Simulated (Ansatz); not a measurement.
# C3H6ClGa: a ladder of functionals and wavefunction methods

The task here is to estimate one member of a computed series from the others.

Computed with Ansatz 0.2.0, Gaussian basis. Level: functionals in def2-TZVPP, the program's frozen cores in correlated methods.

Plan: LDA (SPW92), PBE-D4, revPBE-D4, BLYP-D4, r2SCAN-D4, B97M-V, PBE0-D4, B3LYP-D4, r2SCANh-D4, r2SCAN0-D4, HSE06-D4, BHLYP-D4, CAM-B3LYP-D4, LC-ωPBE, ωB97X-V, ωB97M-V, B2PLYP, PBE-QIDH; CCSD(T)/def2-SVP; CCSD(T)/def2-TZVPP; MP2/def2-QZVPP; extrapolation to the limit; RPA on PBE.

## The relaxed structure

The geometry comes from an earlier relaxation with PBE0-D4 in a triple-zeta def2 set; it is a stationary point, not always the lowest conformer.

11 atoms, charge 0, spin multiplicity 1.

Atoms are counted from 1 here; the program's logs count them from 0.

Bond lengths: C1–C2 1.332 Å, C1–H6 1.087 Å, C1–H7 1.088 Å, C2–Ga3 1.942 Å, C2–H8 1.089 Å, Ga3–C4 1.952 Å, Ga3–Cl5 2.171 Å, C4–H9 1.092 Å, C4–H10 1.091 Å, C4–H11 1.092 Å. Angles: C2–C1–H6 121.6°, C2–C1–H7 122.2°, H6–C1–H7 116.2°, C1–C2–Ga3 121.4°, C1–C2–H8 118.4°, Ga3–C2–H8 120.2°, C2–Ga3–C4 132.5°, C2–Ga3–Cl5 112.6°, C4–Ga3–Cl5 114.9°, Ga3–C4–H9 109.5°, Ga3–C4–H10 112.2°, Ga3–C4–H11 109.5°, H9–C4–H10 109.0°, H9–C4–H11 107.4°, H10–C4–H11 109.0°.

As a file:

```
C    -1.76128    0.76608   -1.48531
C    -1.19084   -0.16054   -0.71790
Ga    0.46906    0.19100    0.22748
C     1.56783   -0.90056    1.41521
Cl    1.22229    2.19632   -0.12614
H    -1.32060    1.75140   -1.61165
H    -2.69081    0.58302   -2.02012
H    -1.67769   -1.13012   -0.62869
H     1.65272   -0.40964    2.38717
H     1.15380   -1.89950    1.55666
H     2.57555   -0.98743    1.00328
```

The first run:

The input, in.yaml:

```yaml
crystal:
  periodic: [false, false, false]
  atoms:
    - {symbol: C, position_ang: [-1.761282, 0.766079, -1.485309]}
    - {symbol: C, position_ang: [-1.190837, -0.160536, -0.717898]}
    - {symbol: Ga, position_ang: [0.469059, 0.190997, 0.227482]}
    - {symbol: C, position_ang: [1.567825, -0.900564, 1.415213]}
    - {symbol: Cl, position_ang: [1.222285, 2.196318, -0.126137]}
    - {symbol: H, position_ang: [-1.320604, 1.751399, -1.611650]}
    - {symbol: H, position_ang: [-2.690813, 0.583017, -2.020122]}
    - {symbol: H, position_ang: [-1.677695, -1.130119, -0.628691]}
    - {symbol: H, position_ang: [1.652718, -0.409639, 2.387166]}
    - {symbol: H, position_ang: [1.153797, -1.899497, 1.556656]}
    - {symbol: H, position_ang: [2.575548, -0.987435, 1.003279]}
basis:
  gaussian: {orbitals: def2-TZVPP}
hamiltonian: {xc: lda}
output: {orbitals: {seedname: orbitals}}
```

Launch:

```bash
> ansatz run in.yaml --threads 4 --pin off --events-out ev --progress --plain --max-ram 10444MiB
```

Among the steps run: LDA; PBE-D4 (GGA); revPBE-D4 (GGA); BLYP-D4 (GGA); r2SCAN-D4 (meta-GGA); B97M-V (meta-GGA); B3LYP-D4 (hybrid); r2SCANh-D4 (hybrid); r2SCAN0-D4 (hybrid); HSE06-D4 (hybrid); BHLYP-D4 (hybrid); CAM-B3LYP-D4 (range-separated); LC-ωPBE (range-separated); ωB97X-V (range-separated); ωB97M-V (range-separated); B2PLYP (double hybrid); PBE-QIDH (double hybrid).

One of the session's tables, all rows but one given; the rest of the session is left out.

It belongs to the step «Orbital energies across the functionals». 

| functional | HOMO (eV) | LUMO (eV) | gap (eV) |
| --- | --- | --- | --- |
| LDA (SPW92) | -6.82 | -2.63 | 4.19 |
| PBE-D4 | -6.67 | -2.36 | 4.30 |
| revPBE-D4 | -6.61 | -2.25 | 4.36 |
| BLYP-D4 | -6.52 | -2.26 | 4.26 |
| r2SCAN-D4 | -6.95 | -2.18 | 4.77 |
| B97M-V | -7.03 | -2.22 | 4.81 |
| PBE0-D4 | -7.95 | -1.51 | 6.44 |
| B3LYP-D4 | -7.71 | -1.75 | 5.96 |
| r2SCANh-D4 | -7.42 | -1.87 | 5.56 |
| r2SCAN0-D4 | -8.14 | -1.41 | 6.73 |
| HSE06-D4 | -7.55 | -1.88 | 5.67 |
| BHLYP-D4 | -9.11 | -0.64 | 8.48 |
| CAM-B3LYP-D4 | -9.29 | -0.53 | 8.76 |
| LC-ωPBE | -10.65 | 0.62 | 11.27 |
| ωB97X-V | ? | ? | ? |
| ωB97M-V | -10.14 | 0.33 | 10.47 |

**Question.** Estimate the row for ωB97X-V.

The run gave: HOMO (eV): -10.29; LUMO (eV): 0.50; gap (eV): 10.79. In the column «HOMO (eV)» it lies between LC-ωPBE (-10.65) and ωB97M-V (-10.14).
